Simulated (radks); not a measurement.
# Ne⁴⁺ in [He] 2s2 2p1.75 3d0.25: an all-electron calculation

What are the levels of the neon ion Ne4+, how large are its shells, and how does its energy divide?

Program: radks (a radial shooting solver on a logarithmic mesh, Libxc functionals) version 1. Level of theory: non-relativistic Kohn-Sham, XLYP, spin-polarised, spherical densities, point nucleus; open shells are filled with parallel spins first. These are calculated values, not measurements, unless marked.

## (1) The system

- element: neon (Z = 10)
- charge: +4
- electrons: 6
- configuration: [He] 2s2 2p1.75 3d0.25

## (2) Self-consistent calculation

The run's settings:

```text
Z 10
configuration [He] 2s2 2p1.75 3d0.25 3s0 3p0 4d0 4f0
relativity non-relativistic
functional xlyp
spin polarised
nucleus point
```

The run is started by

```sh
python run_ks.py task.json out
```

All runs below come from this command, one after another.

**Question.** What will this run give?

**Answer**, as computed:

| quantity | value |
| --- | --- |
| total energy | -120.02547 hartree |
| exchange-correlation share of it | 7.98 % |
| −T/E | 0.9987 |
| highest occupied level | 3d up, -32.201 eV |
| most extended occupied level | 3d up, <r> = 2.03 bohr |
| radius at density 0.001 e/bohr³ | 2.56 bohr |
| maxima of the radial density | 2 |

What this shows: The radial density shows 2 maxima for 3 occupied principal shells; where shells overlap, one shows as a shoulder or not at all. The ratio −T/E is 0.9987; for a non-relativistic Coulomb system it is 1 up to the kinetic part of correlation. This is not the tabulated ground configuration, so its levels and sizes aren't those of the ground state, and no measured value stands beside it.
